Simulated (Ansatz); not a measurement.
**BPdRu3: one candidate of a structure search**

Where does this trial cell of BPdRu3 go when cell and atoms are let free?

Method: DFT PBE, scalar-relativistic, plane waves, PAW, in Ansatz 0.2.0.

**1. The starting structure**

Symmetry: P6/mmm, No. 191, hexagonal system. The conventional cell has a = 4.092 Å, b = 4.092 Å, c = 4.695 Å, α = 90.00°, β = 90.00°, γ = 120.00°. B (site symmetry 6/mmm) is surrounded by 6 Ru at 2.05 Å and 2 Pd at 2.35 Å. Around Ru (site symmetry mmm) lie 4 Ru at 2.05 Å and 2 B at 2.05 Å. Pd (site symmetry 6/mmm) has 2 B at 2.35 Å as nearest neighbours.

As a file:

```xyz
5
Lattice="4.0919 0.0000 0.0000 -2.0459 3.5437 0.0000 0.0000 0.0000 4.6954" Properties=species:S:1:pos:R:3 pbc="T T T"
B     0.0000    0.0000    0.0000
Ru    2.0459    0.0000    0.0000
Ru   -1.0230    1.7718    0.0000
Ru    1.0230    1.7718    0.0000
Pd    0.0000    0.0000    2.3477
```

Recipe of the guess: random cell by space group and Wyckoff sites (P6/mmm, No. 191). Lengths come from tabulated atomic sizes and are only a guess.

**2. Probe: one point on a coarse mesh**

Contents of input.yaml:

```yaml
crystal:
  lattice:
    - [4.09188847, 0.0, 0.0]
    - [-2.04594423, 3.54367936, 0.0]
    - [0.0, 0.0, 4.69536258]
  atoms:
    - { symbol: B, position: [0.0, 0.0, 0.0] }
    - { symbol: Ru, position: [0.5, 0.0, 0.0] }
    - { symbol: Ru, position: [0.0, 0.5, 0.0] }
    - { symbol: Ru, position: [0.5, 0.5, 0.0] }
    - { symbol: Pd, position: [0.0, 0.0, 0.5] }
basis:
  ecutwfc: 420
kpoints:
  mp_grid: { grid: [6, 6, 4] }
hamiltonian:
  xc: pbe
scf:
  occupations: { method: gaussian, width: 0.1 }
  lower_state_search: "off"
output:
  forces: true
  stress: true
  eigenvalues: true
```

On the command line:

```sh
$ ansatz run input.yaml --threads 1 --pin off --max-ram 2560MiB --backend cpu --events-out ev --progress --plain --runs-dir out
```

Log (excerpt; [...] marks lines left out):

```text
[...]
SCF converged after 8 iterations
Free energy (F): -24748.551927 eV
[...]
E sigma→0 (E₀):  -24748.540965 eV
Entropy (-TS):   -0.021924 eV (-4.385 meV/atom)
Fermi energy:    19.386291 eV
[...]
--- Forces (eV/Å), atoms counted from 1 ---
  atom   1  B      0.00000000     0.00000000    -0.00000000
  atom   2  Ru    -0.00000000     0.00000000    -0.00000000
  atom   3  Ru     0.00000000     0.00000000    -0.00000000
  atom   4  Ru     0.00000000     0.00000000     0.00000000
  atom   5  Pd    -0.00000000     0.00000000     0.00000000
[...]
--- Stress (GPa, compression-positive) ---
      191.570684      -0.000000       0.000000
       -0.000000     191.570684      -0.000000
        0.000000      -0.000000     -11.906624
  P = ⅓ Tr σ = 123.7449 GPa (1237.449 kbar)
--- Band table (eV; the first three rows and the last of 21) ---
[...]
```

Run time: 4.7 s. Hardware: 1 thread of Intel Xeon at 2.70GHz, shared host; peak memory 0.39 GiB.

Read-out: pressure 123.7 GPa, largest force 0.00 eV/Å, gap on this mesh none (metal). A cheap, loose relaxation comes first.

**3. A loose first relaxation**

input.yaml, as its differences from that of step 2:

```diff
@@ -24 +24,6 @@
   eigenvalues: true
+relax:
+  adjacent_minimum: "off"
+  f_tol: 0.04
+  max_steps: 70
+  cell: { stress_tol: 0.4 }
```

On the command line:

```sh
$ ansatz run input.yaml --threads 1 --pin off --max-ram 2560MiB --backend cpu --events-out ev --progress --plain --runs-dir out
```

Log:

```text
Warning: RAYON_NUM_THREADS=1 ignored (pool sized by the plan → 1); use --threads N
Engine: ansatz 0.2.0, x86_64-unknown-linux-gnu
Pseudopotentials: kind: paw
Pseudopotential: B, paw, valence charge 3, recommended cutoff 420 eV (normal), B.paw.azcp
Pseudopotential: Ru, paw, valence charge 16, recommended cutoff 420 eV (normal), Ru.paw.azcp
Pseudopotential: Pd, paw, valence charge 18, recommended cutoff 420 eV (normal), Pd.paw.azcp
Functional definition: PBE
  parameter kappa = 0.804
  parameter beta = 0.06672455060314922
  exchange = pbe_x(kappa = kappa, mu = beta*pi^2/3)
  correlation = pbe_c(beta = beta)
Crystal: 5 atoms, lattice volume = 68.084 Å³
Basis set: ecut = 420 eV, 1323 PW (Γ), exchange–correlation on 60×60×64 points (8 copies of the dense FFT grid, shifted against one another)
Bands: 42, of which v1, the nominal top of the filled ones, is band 35 counted from 1 (34 counted from 0)
Symmetry: 24 space group operations
Space group: P6/mmm (ITA 191), of the structure as read, at distance tolerance 4.1e-5 Å
k-points: 21 of 144
Non-local potential: B, projectors of the file, l = 0: 2, l = 1: 2, l = 2: 1
Non-local potential: Ru, projectors of the file, l = 0: 3, l = 1: 2, l = 2: 2, l = 3: 1
Non-local potential: Pd, projectors of the file, l = 0: 2, l = 1: 2, l = 2: 2, l = 3: 1
PAW form: soft (Blöchl's): semilocal exchange-correlation on the pseudo side does not see the compensation charge
PAW one-centre angular grid: B, 110 points (default); XC on 64 Gauss nodes
PAW one-centre angular grid: Ru, 590 points (default); XC on 64 Gauss nodes
PAW one-centre angular grid: Pd, 590 points (default); XC on 64 Gauss nodes
Initial density: superposition of atomic densities (neutral atoms: chi_scale 0, normalization atom), corrected by the library's trained network
Initial wavefunctions: pseudopotential atomic-orbital guess
Functional: x = pbe(κ = 0.804, μ = 0.2195149727645171), c = pbe(β = 0.06672455060314922)
SCF iter   1: F=—  HF=-24748.645947 eV  |F-HF|=—  |Δ(HF+E_count)|=         —  Δρ=2.44e-2  dr2=6.49e-1  ethr=1.77e-3  ⟨swp⟩=6.1  Hψ=3371  notcnv=0
preconditioner: auto → LDOS  [metal: Δε(μ)=0.037 eV  Ē_g=7.494 eV  σ=0.100 eV  W_gap=0.20  n_scr=22 (ndim 8)  ℏωp=27.4 eV  f_vac=0.037  D(μ)=5.44/eV (n_scr^D=70)  β→1.0]
SCF iter   2: F=—  HF=-24748.569654 eV  |F-HF|=—  |Δ(HF+E_count)|=   7.63e-2  Δρ=1.37e-2  dr2=1.11e-1  ethr=9.41e-4  ⟨swp⟩=3.0  Hψ=1849  notcnv=0  defer=43
SCF iter   3: F=—  HF=-24748.560927 eV  |F-HF|=—  |Δ(HF+E_count)|=   8.73e-3  Δρ=6.91e-3  dr2=5.45e-2  ethr=1.61e-4  ⟨swp⟩=3.0  Hψ=1642  notcnv=0  defer=43
SCF iter   4: F=—  HF=-24748.552316 eV  |F-HF|=—  |Δ(HF+E_count)|=   8.61e-3  Δρ=2.04e-3  dr2=3.88e-3  ethr=7.89e-5  ⟨swp⟩=2.1  Hψ=1136  notcnv=0  defer=43
SCF iter   5: F=—  HF=-24748.551882 eV  |F-HF|=—  |Δ(HF+E_count)|=   4.34e-4  Δρ=4.93e-4  dr2=1.30e-4  ethr=5.63e-6  ⟨swp⟩=2.1  Hψ=1184  notcnv=0  defer=42
SCF iter   6: F=—  HF=-24748.551887 eV  |F-HF|=—  |Δ(HF+E_count)|=   4.55e-6  Δρ=1.40e-4  dr2=8.38e-6  ethr=1.88e-7  ⟨swp⟩=2.0  Hψ=1569  notcnv=0  defer=42
SCF iter   7: F=—  HF=-24748.551927 eV  |F-HF|=—  |Δ(HF+E_count)|=   4.05e-5  Δρ=2.25e-5  dr2=1.86e-7  ethr=1.21e-8  ⟨swp⟩=2.0  Hψ=1254  notcnv=0  defer=42
SCF iter   8: F=-24748.551927 eV  HF=-24748.551927 eV  |F-HF|=8.73e-11  |Δ(HF+E_count)|=   6.11e-8  Δρ=5.49e-6  dr2=1.48e-8  ethr=1.45e-10  ⟨swp⟩=10.7  Hψ=3987  notcnv=0
SCF 1 converged in 8 iterations: F = -24748.551927 eV  dr2 = 1.48e-8
relax step   1: F+E_penalty+E_count = -24748.55192712 eV  Δ(F+E_penalty+E_count) = +0.000e0 eV  max|allowed force component| = 6.174e-29 eV/Å  Δτ_max = 0.0000 Å  P = +123.745 GPa  Ω = 68.084 Å³  (8 SCF iters, dr2 threshold 1.00e-7 eV, accepted)
Crystal: 5 atoms, lattice volume = 74.578 Å³
Basis set: ecut = 420 eV, 1473 PW (Γ), exchange–correlation on 60×60×64 points (8 copies of the dense FFT grid, shifted against one another)
Initial density: handed on by an earlier stage of this run
Initial wavefunctions: those handed on with the density
iter 1 solved again at ethr=1.07e-3 eV; its pass at ethr=3.10e-3 eV (dr2=7.35e-1 eV) is discarded
SCF iter   1: F=—  HF=-24754.802607 eV  |F-HF|=—  |Δ(HF+E_count)|=         —  Δρ=2.23e-2  dr2=7.34e-1  ethr=1.07e-3  ⟨swp⟩=1.0  Hψ=4437  notcnv=0
preconditioner: auto → LDOS  [metal: Δε(μ)=0.024 eV  Ē_g=6.701 eV  σ=0.100 eV  W_gap=0.13  n_scr=22 (ndim 8)  ℏωp=26.2 eV  f_vac=0.048  D(μ)=6.19/eV (n_scr^D=70)  β→1.0]
SCF iter   2: F=—  HF=-24754.695581 eV  |F-HF|=—  |Δ(HF+E_count)|=   1.07e-1  Δρ=1.15e-2  dr2=9.85e-2  ethr=1.06e-3  ⟨swp⟩=2.3  Hψ=1413  notcnv=0
SCF iter   3: F=—  HF=-24754.692966 eV  |F-HF|=—  |Δ(HF+E_count)|=   2.61e-3  Δρ=6.94e-3  dr2=4.95e-2  ethr=1.43e-4  ⟨swp⟩=2.4  Hψ=1641  notcnv=0  defer=45
SCF iter   4: F=—  HF=-24754.684886 eV  |F-HF|=—  |Δ(HF+E_count)|=   8.08e-3  Δρ=1.80e-3  dr2=2.82e-3  ethr=7.17e-5  ⟨swp⟩=2.0  Hψ=1152  notcnv=0  defer=45
SCF iter   5: F=—  HF=-24754.684865 eV  |F-HF|=—  |Δ(HF+E_count)|=   2.14e-5  Δρ=2.73e-4  dr2=4.37e-5  ethr=4.08e-6  ⟨swp⟩=2.0  Hψ=1048  notcnv=0  defer=45
SCF iter   6: F=—  HF=-24754.684922 eV  |F-HF|=—  |Δ(HF+E_count)|=   5.71e-5  Δρ=6.81e-5  dr2=1.38e-6  ethr=6.34e-8  ⟨swp⟩=2.0  Hψ=1429  notcnv=0  defer=44
SCF iter   7: F=-24754.684923 eV  HF=-24754.684923 eV  |F-HF|=2.22e-8  |Δ(HF+E_count)|=   9.92e-7  Δρ=1.19e-5  dr2=3.91e-8  ethr=7.25e-10  ⟨swp⟩=9.6  Hψ=3960  notcnv=0
the search or the solves at the SCF's close seem to have found levels that the self-consistency loop had missed (the run counts 1). By its estimate they hold under 1e-12 electrons; where the run keeps them, the occupations were computed again with them
SCF 2 converged in 7 iterations: F = -24754.684923 eV  dr2 = 3.91e-8
relax step   2: F+E_penalty+E_count = -24754.68492271 eV  Δ(F+E_penalty+E_count) = -6.133e0 eV  max|allowed force component| = 2.435e-29 eV/Å  Δτ_max = 0.0000 Å  P = +64.434 GPa  Ω = 74.578 Å³  energy of the carried Pulay correction = -6.494e-3 eV  (7 SCF iters, dr2 threshold 5.00e-7 eV, accepted)
Crystal: 5 atoms, lattice volume = 79.303 Å³
Basis set: ecut = 420 eV, 1533 PW (Γ), exchange–correlation on 60×60×64 points (8 copies of the dense FFT grid, shifted against one another)
iter 1 solved again at ethr=3.03e-4 eV; its pass at ethr=3.10e-3 eV (dr2=2.09e-1 eV) is discarded
SCF iter   1: F=—  HF=-24758.176491 eV  |F-HF|=—  |Δ(HF+E_count)|=         —  Δρ=1.25e-2  dr2=2.08e-1  ethr=3.03e-4  ⟨swp⟩=1.0  Hψ=4453  notcnv=0
preconditioner: auto → LDOS  [metal: Δε(μ)=0.009 eV  Ē_g=6.004 eV  σ=0.100 eV  W_gap=0.05  n_scr=20 (ndim 8)  ℏωp=25.4 eV  f_vac=0.047  D(μ)=4.92/eV (n_scr^D=58)  β→1.0]
SCF iter   2: F=—  HF=-24758.149469 eV  |F-HF|=—  |Δ(HF+E_count)|=   2.70e-2  Δρ=7.25e-3  dr2=6.84e-2  ethr=3.02e-4  ⟨swp⟩=2.1  Hψ=1531  notcnv=0  defer=2
SCF iter   3: F=—  HF=-24758.133617 eV  |F-HF|=—  |Δ(HF+E_count)|=   1.59e-2  Δρ=2.16e-3  dr2=6.42e-3  ethr=9.91e-5  ⟨swp⟩=2.0  Hψ=1375  notcnv=0  defer=24
SCF iter   4: F=—  HF=-24758.133039 eV  |F-HF|=—  |Δ(HF+E_count)|=   5.78e-4  Δρ=7.75e-4  dr2=6.37e-4  ethr=9.30e-6  ⟨swp⟩=2.0  Hψ=1177  notcnv=0  defer=24
SCF iter   5: F=—  HF=-24758.132929 eV  |F-HF|=—  |Δ(HF+E_count)|=   1.10e-4  Δρ=2.06e-4  dr2=2.33e-5  ethr=9.23e-7  ⟨swp⟩=2.0  Hψ=1216  notcnv=0  defer=24
SCF iter   6: F=—  HF=-24758.132970 eV  |F-HF|=—  |Δ(HF+E_count)|=   4.10e-5  Δρ=4.80e-5  dr2=2.18e-6  ethr=3.38e-8  ⟨swp⟩=2.0  Hψ=1258  notcnv=0  defer=24
SCF iter   7: F=-24758.132970 eV  HF=-24758.132970 eV  |F-HF|=1.18e-8  |Δ(HF+E_count)|=   4.21e-7  Δρ=8.95e-6  dr2=2.76e-8  ethr=7.25e-10  ⟨swp⟩=9.0  Hψ=3588  notcnv=0
the search or the solves at the SCF's close seem to have found levels that the self-consistency loop had missed (the run counts 1). By its estimate they hold under 1e-12 electrons; where the run keeps them, the occupations were computed again with them
SCF 3 converged in 7 iterations: F = -24758.132970 eV  dr2 = 2.76e-8
relax step   3: F+E_penalty+E_count = -24758.13297044 eV  Δ(F+E_penalty+E_count) = -3.448e0 eV  max|allowed force component| = 1.112e-29 eV/Å  Δτ_max = 0.0000 Å  P = +27.723 GPa  Ω = 79.303 Å³  energy of the carried Pulay correction = -1.144e-2 eV  (7 SCF iters, dr2 threshold 5.00e-7 eV, accepted)
[... from here on, the SCF cycles and remarks between the steps are left out ...]
relax step   4: F+E_penalty+E_count = -24759.54500839 eV  Δ(F+E_penalty+E_count) = -1.412e0 eV  max|allowed force component| = 1.178e-28 eV/Å  Δτ_max = 0.0000 Å  P = +10.770 GPa  Ω = 80.372 Å³  energy of the carried Pulay correction = -1.341e-2 eV  (6 SCF iters, dr2 threshold 5.00e-7 eV, accepted)
relax step   5: F+E_penalty+E_count = -24759.93927972 eV  Δ(F+E_penalty+E_count) = -3.943e-1 eV  max|allowed force component| = 1.263e-29 eV/Å  Δτ_max = 0.0000 Å  P = -6.994 GPa  Ω = 84.088 Å³  energy of the carried Pulay correction = -1.725e-2 eV  (7 SCF iters, dr2 threshold 5.00e-7 eV, accepted)
relax step   6: F+E_penalty+E_count = -24760.02445643 eV  Δ(F+E_penalty+E_count) = -8.518e-2 eV  max|allowed force component| = 6.395e-29 eV/Å  Δτ_max = 0.0000 Å  P = +2.342 GPa  Ω = 78.433 Å³  energy of the carried Pulay correction = -1.328e-2 eV  (7 SCF iters, dr2 threshold 5.00e-7 eV, accepted)
relax step   7: F+E_penalty+E_count = -24760.04468605 eV  Δ(F+E_penalty+E_count) = -2.023e-2 eV  max|allowed force component| = 3.103e-29 eV/Å  Δτ_max = 0.0000 Å  P = -0.182 GPa  Ω = 80.137 Å³  energy of the carried Pulay correction = -1.442e-2 eV  (6 SCF iters, dr2 threshold 5.00e-7 eV, accepted)
relax step   8: F+E_penalty+E_count = -24760.04528218 eV  Δ(F+E_penalty+E_count) = -5.961e-4 eV  max|allowed force component| = 1.362e-29 eV/Å  Δτ_max = 0.0000 Å  P = -0.022 GPa  Ω = 79.963 Å³  energy of the carried Pulay correction = -1.432e-2 eV  (6 SCF iters, dr2 threshold 5.00e-7 eV, accepted)
relax step   9: F+E_penalty+E_count = -24760.20314923 eV  Δ(F+E_penalty+E_count) = -1.579e-1 eV  max|allowed force component| = 2.009e-29 eV/Å  Δτ_max = 0.0000 Å  P = +3.204 GPa  Ω = 79.963 Å³  stress off target by 4.70e0 GPa  SCF on the basis re-selected at this cell (its energy is not comparable with the rows above)  (7 SCF iters)
relax step  10: F+E_penalty+E_count = -24760.22056095 eV  Δ(F+E_penalty+E_count) = -1.741e-2 eV  max|allowed force component| = 6.479e-29 eV/Å  Δτ_max = 0.0000 Å  P = +0.523 GPa  Ω = 80.856 Å³  energy of the carried Pulay correction = -5.724e-4 eV  (6 SCF iters, dr2 threshold 5.00e-7 eV, accepted)
relax step  11: F+E_penalty+E_count = -24760.22090700 eV  Δ(F+E_penalty+E_count) = -3.461e-4 eV  max|allowed force component| = 1.080e-28 eV/Å  Δτ_max = 0.0000 Å  P = +0.006 GPa  Ω = 81.047 Å³  energy of the carried Pulay correction = -7.001e-4 eV  (6 SCF iters, dr2 threshold 5.00e-7 eV, accepted)
Basis set: ecut = 420 eV, 1609 PW (Γ), exchange–correlation on 72×72×54 points (8 copies of the dense FFT grid, shifted against one another)
iter 1 solved again at ethr=1.20e-7 eV; its pass at ethr=3.10e-3 eV (dr2=8.26e-5 eV) is discarded
SCF iter   1: F=—  HF=-24760.221548 eV  |F-HF|=—  |Δ(HF+E_count)|=         —  Δρ=9.27e-5  dr2=4.89e-7  ethr=1.20e-7  ⟨swp⟩=3.4  Hψ=5732  notcnv=0
preconditioner: auto → Kerker (q_TF=auto, 2.656 Å⁻¹)  [metal: Δε(μ)=0.020 eV  Ē_g=5.376 eV  σ=0.100 eV  W_gap=0.11  n_scr=26 (ndim 8)  ℏωp=25.1 eV  f_vac=0.008  D(μ)=5.19/eV (n_scr^D=58)]
SCF iter   2: F=—  HF=-24760.221610 eV  |F-HF|=—  |Δ(HF+E_count)|=   6.26e-5  Δρ=4.66e-5  dr2=1.08e-7  ethr=7.08e-10  ⟨swp⟩=2.0  Hψ=1460  notcnv=0
iter 3 did not close the SCF: its close was put off for the readings that it lacked (scf_convergence_deferred on its scf_iter line)
SCF iter   3: F=-24760.221619 eV  HF=-24760.221619 eV  |F-HF|=6.19e-8  |Δ(HF+E_count)|=   8.47e-6  Δρ=4.58e-6  dr2=2.59e-9  ethr=1.57e-10  ⟨swp⟩=2.6  Hψ=1529  notcnv=0
iter 4 did not close the SCF: its close was put off for the readings that it lacked (scf_convergence_deferred on its scf_iter line)
SCF iter   4: F=-24760.221619 eV  HF=-24760.221619 eV  |F-HF|=1.46e-11  |Δ(HF+E_count)|=   6.26e-8  Δρ=4.14e-7  dr2=1.69e-10  ethr=3.75e-12  ⟨swp⟩=2.2  Hψ=1304  notcnv=0
iter 5 did not close the SCF: its close was put off for the readings that it lacked (scf_convergence_deferred on its scf_iter line)
SCF iter   5: F=-24760.221619 eV  HF=-24760.221619 eV  |F-HF|=1.09e-11  |Δ(HF+E_count)|=  4.00e-11  Δρ=1.79e-7  dr2=4.77e-11  ethr=1.00e-12  ⟨swp⟩=1.0  Hψ=882  notcnv=0
iter 6 did not close the SCF: its close was put off for the readings that it lacked (scf_convergence_deferred on its scf_iter line)
SCF iter   6: F=-24760.221619 eV  HF=-24760.221619 eV  |F-HF|=7.28e-12  |Δ(HF+E_count)|=  3.64e-12  Δρ=7.13e-8  dr2=6.84e-12  ethr=1.00e-12  ⟨swp⟩=1.0  Hψ=882  notcnv=0
SCF iter   7: F=-24760.221619 eV  HF=-24760.221619 eV  |F-HF|=0.00e0  |Δ(HF+E_count)|=    0.00e0  Δρ=2.18e-8  dr2=2.11e-13  ethr=1.00e-12  ⟨swp⟩=1.9  Hψ=2036  notcnv=0
SCF 12 converged in 7 iterations: F = -24760.221619 eV  dr2 = 2.11e-13
relax step  12: F+E_penalty+E_count = -24760.22161900 eV  Δ(F+E_penalty+E_count) = -7.120e-4 eV  max|allowed force component| = 7.973e-29 eV/Å  Δτ_max = 0.0000 Å  P = -0.013 GPa  Ω = 81.047 Å³  stress off target by 2.16e-2 GPa  SCF on the basis re-selected at this cell (its energy is not comparable with the rows above)  (7 SCF iters)
basis re-selected at this cell: Δ(F+E_penalty+E_count) = -7.120e-4 eV, ΔP = -0.019 GPa vs the last step (what re-selecting the basis moved, of the pressure what is left beyond the Pulay correction that the steps carried, after the strain that the cell walked since its last selection, with what the two solves' SCF thresholds leave and, on support functions, any second-order correction that the steps lacked; it is no measure of the basis error at this ecutwfc). The dense FFT grid was sized anew with the basis: this SCF ran on 36×36×27 points, the steps before it on 32×32×27, so part of this shift can come from that change (see relax.cell in the input reference). This SCF's stress stands 2.16e-2 GPa from its target on what of the cell is left free (relax.cell.stress_tol is 4.00e-1 GPa) and its largest allowed force component is 7.97e-29 eV/Å (relax.f_tol is 4.00e-2 eV/Å): within both
SCF converged after 7 iterations
Free energy (F): -24760.221619 eV
Harris-Foulkes:  -24760.221619 eV  (|F-HF|=0.00e0)
Internal energy: -24760.195656 eV  (E = F + TS)
E sigma→0 (E₀):  -24760.208637 eV
Entropy (-TS):   -0.025963 eV (-5.193 meV/atom)
Fermi energy:    15.328622 eV
--- Per-component energies (eV) ---
  E_band       = -743.516501
  E_kinetic    = 2102.666630
  E_local      = -7938.366262  (includes V_loc(G=0)·N_el)
  E_nonlocal   = 1265.728483
  E_hartree    = 2894.207915
  E_xc         = -767.329408
  E_vxc        = -960.412645  (∫ρ·V_xc dr)
  E_paw        = -14214.069174  (= ΣΔE_a)
  E_vpaw       = -1001.548213  (= ΣTr[D̂ρ^β])
  E_aug_tail   = -0.000344  (compensation charges beyond the density's cutoff)
  E_ewald      = -8103.033495
  E_smearing   = -0.025963  (= −TS)
  E_closure    = 0.000000  (closes the sum)
  Σ components = -24760.221619   (vs F -24760.221619, Δ=0.00e0)
--- Forces (eV/Å), atoms counted from 1 ---
  atom   1  B      0.00000000    -0.00000000     0.00000000
  atom   2  Ru     0.00000000     0.00000000     0.00000000
  atom   3  Ru     0.00000000     0.00000000     0.00000000
  atom   4  Ru     0.00000000     0.00000000     0.00000000
  atom   5  Pd     0.00000000    -0.00000000     0.00000000
  max |Σ_I F_I| component: 1.06e-28 eV/Å
--- Stress (GPa, compression-positive) ---
       -0.021615      -0.000000       0.000000
       -0.000000      -0.021615      -0.000000
        0.000000      -0.000000       0.005396
  P = ⅓ Tr σ = -0.0126 GPa (-0.126 kbar)
--- Band table (eV; the first three rows and the last of 21) ---
  k-point 0: bands = ["-69.3174", "-57.7297", "-57.4203", "-57.4203", "-35.4936", "-34.8363", "-34.8363", "-29.0188", "-28.0666", "-28.0666", "-27.4416", "-27.1882", "-27.1882", "-27.0107", "-27.0107", "-27.0064", "5.3078", "8.4114", "10.1779", "10.1779", "10.7824", "10.9099", "11.0238", "11.0238", "12.6019", "12.6019", "12.9019", "14.0470", "14.0470", "14.1076", "14.1076", "14.8986", "15.1143", "15.1143", "15.8766", "15.9137", "15.9137", "16.4178", "16.4178", "19.0189", "19.1324", "20.6993"]
  k-point 1: bands = ["-69.3174", "-57.7296", "-57.4203", "-57.4203", "-35.4927", "-34.8361", "-34.8361", "-29.0185", "-28.0666", "-28.0666", "-27.4446", "-27.1900", "-27.1900", "-27.0107", "-27.0107", "-27.0063", "5.7959", "8.4496", "10.2277", "10.2277", "10.6048", "10.9911", "10.9911", "11.0706", "11.6176", "12.5775", "12.5775", "12.7390", "12.7390", "14.8092", "15.2335", "15.2335", "15.8406", "15.8523", "15.8523", "15.9266", "15.9266", "16.4864", "16.4864", "19.1327", "19.7672", "20.2419"]
  k-point 2: bands = ["-69.3174", "-57.7295", "-57.4202", "-57.4202", "-35.4919", "-34.8358", "-34.8358", "-29.0182", "-28.0667", "-28.0667", "-27.4475", "-27.1918", "-27.1918", "-27.0107", "-27.0107", "-27.0062", "6.5435", "8.4886", "9.6582", "10.2766", "10.2766", "10.4415", "10.9817", "10.9817", "11.9933", "11.9933", "12.3828", "12.8821", "12.8821", "14.0123", "15.3383", "15.3383", "15.8050", "15.8345", "15.8345", "16.2852", "16.2852", "17.2099", "17.2099", "19.1329", "19.8205", "20.6151"]
  k-point 20: bands = ["-69.3174", "-57.5768", "-57.5768", "-57.4206", "-35.4922", "-34.8360", "-34.8360", "-28.2689", "-28.2689", "-27.7578", "-27.3454", "-27.3207", "-27.3207", "-27.3204", "-27.3204", "-27.1924", "8.2917", "9.2182", "9.3864", "9.3864", "11.3234", "11.4827", "11.4827", "11.6092", "11.6092", "11.8821", "13.1054", "13.1054", "13.3729", "13.3729", "14.2098", "14.2098", "14.8703", "14.8703", "15.3505", "15.4848", "16.4951", "16.4951", "16.6337", "17.3573", "18.3270", "18.3270"]
--- Relaxed structure (10 steps of the walk, 10 accepted, 2 SCFs on fresh bases) ---
  F+E_penalty+E_count = -24760.22161900 eV   max|allowed force component| = 7.973e-29 eV/Å   (the final SCF, on the basis selected at the relaxed cell)
  cell:  # Å, volume = 81.0472 Å³
    - [4.823148201598551, -3.402641760592702e-9, -1.9942928474737847e-33]
    - [-2.411574097852502, 4.176968870502896, -3.3996965704894096e-34]
    - [-3.3218888636035125e-33, -5.9055802019618e-34, 4.022966494347398]
  atoms:
    - { symbol: B, position: [-5.5163161259608915e-34, -3.2918235272130825e-34, -2.0849598242766795e-34] }
    - { symbol: Ru, position: [0.4999999999999999, 5.169878828456423e-26, 2.2495647266390087e-35] }
    - { symbol: Ru, position: [1.1458452929106167e-67, 0.5, 1.9313570665887925e-34] }
    - { symbol: Ru, position: [0.4999999999999999, 0.4999999999999999, -2.0391353576229268e-35] }
    - { symbol: Pd, position: [1.5918009737254615e-34, -9.95678060955561e-36, 0.5] }
```

Run time: 47 s. Hardware: 1 thread of Intel Xeon at 2.70GHz, shared host; peak memory 0.42 GiB.

Step by step:

| step | energy from step 1 (eV/cell) | largest force component (eV/Å) | pressure (GPa) | volume (Å³) |
| --- | --- | --- | --- | --- |
| 1 | 0.0000 | 0.0000 | 123.74 | 68.08 |
| 2 | -6.1330 | 0.0000 | 64.43 | 74.58 |
| 3 | -9.5810 | 0.0000 | 27.72 | 79.30 |
| 4 | -10.9931 | 0.0000 | 10.77 | 80.37 |
| 5 | -11.3874 | 0.0000 | -6.99 | 84.09 |
| 6 | -11.4725 | 0.0000 | 2.34 | 78.43 |
| 7 | -11.4928 | 0.0000 | -0.18 | 80.14 |
| 8 | -11.4934 | 0.0000 | -0.02 | 79.96 |
| 9 | -11.6512 | 0.0000 | 3.20 | 79.96 |
| 10 | -11.6686 | 0.0000 | 0.52 | 80.86 |
| 11 | -11.6690 | 0.0000 | 0.01 | 81.05 |
| 12 | -11.6697 | 0.0000 | -0.01 | 81.05 |

Step 1 is the start. Steps 9, 12 each repeat the geometry before them on a plane-wave basis chosen anew, so the energy can jump there without any move.

|  | before | after | change |
| --- | --- | --- | --- |
| a (Å) | 4.092 | 4.823 | +17.9 % |
| b (Å) | 4.092 | 4.823 | +17.9 % |
| c (Å) | 4.695 | 4.023 | -14.3 % |
| volume (Å³/atom) | 13.62 | 16.21 | +19.0 % |
| shortest distance (Å) | 2.046 | 2.011 | -1.7 % |
| space group (0.01 Å) | P6/mmm | P6/mmm | same |

Forces and stress were held to the start's 24 operations: a distortion of lower symmetry was not tested.

[end of part 1 of 2]
